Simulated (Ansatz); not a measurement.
# H9ClO4: the cost of one run

All numbers below are computed with Ansatz 0.2.0 (DFT PBE+D3(BJ), plane waves, PAW, scalar-relativistic, no spin polarisation).

**1. The starting structure**

The cell holds 14 atoms (ClH9O4): a = 5.550 Å, b = 5.550 Å, c = 5.550 Å, α = 90.00°, β = 90.00°, γ = 90.00°.

As a file:

```xyz
14
Lattice="5.5505 0.0000 0.0000 0.0000 5.5505 0.0000 0.0000 0.0000 5.5505" Properties=species:S:1:pos:R:3 pbc="T T T"
O    -0.1091    0.4228    3.8613
H     0.1415    1.2913    4.2093
H     0.6520    0.1569    3.3246
O     4.0466    4.7487    0.6513
H     4.3726    5.5758    1.0356
H     4.5420    4.6637   -0.1766
O     2.0638    1.8569    4.2099
H     1.3246    2.3891    3.8807
H     2.5114    1.5547    3.4058
O     3.0919    2.3420    1.6584
H     2.1406    2.3014    1.4812
H     3.3279    1.4295    1.8814
Cl    1.3822    4.7672    1.0966
H     1.2318    4.6321   -0.1673
```

**2. Relaxing the start**

Contents of input.yaml:

```yaml
accuracy: low
crystal:
  lattice:
    - [5.550499, 0.0, 0.0]
    - [0.0, 5.550499, 0.0]
    - [0.0, 0.0, 5.550499]
  atoms:
    - { symbol: O, position: [-0.0196544, 0.0761683, 0.695673] }
    - { symbol: H, position: [0.0254962, 0.2326374, 0.7583569] }
    - { symbol: H, position: [0.1174706, 0.0282617, 0.5989665] }
    - { symbol: O, position: [0.729047, 0.8555402, 0.1173403] }
    - { symbol: H, position: [0.7877806, 1.0045615, 0.186575] }
    - { symbol: H, position: [0.8183048, 0.8402277, -0.0318207] }
    - { symbol: O, position: [0.3718244, 0.3345416, 0.7584703] }
    - { symbol: H, position: [0.2386432, 0.430432, 0.6991556] }
    - { symbol: H, position: [0.4524605, 0.2801065, 0.6136081] }
    - { symbol: O, position: [0.5570552, 0.4219512, 0.2987929] }
    - { symbol: H, position: [0.3856575, 0.4146284, 0.2668613] }
    - { symbol: H, position: [0.5995763, 0.2575451, 0.3389553] }
    - { symbol: Cl, position: [0.2490262, 0.8588695, 0.1975629] }
    - { symbol: H, position: [0.2219206, 0.8345325, -0.0301476] }
basis:
  ecutwfc: 420.0
kpoints:
  mp_grid: { grid: [1, 1, 1] }
hamiltonian:
  xc: pbe
  dispersion: d3bj
scf:
  occupations: { method: fermi_dirac, width: 0.02 }
  lower_state_search: "off"
relax:
  f_tol: 0.3
  max_steps: 15
  adjacent_minimum: "off"
output:
  write_density: true
  write_potential: true
  elf: true
  volumetric_format: npy
```

Started as:

```bash
ansatz run input.yaml --threads 1 --pin off --max-ram 3072MiB --backend cpu --events-out ev --progress --plain --runs-dir out
```

Q: Estimate wall time and peak memory on 1 thread of an Arm CPU, shared host.

About 22 s, with a peak of 0.32 GiB.
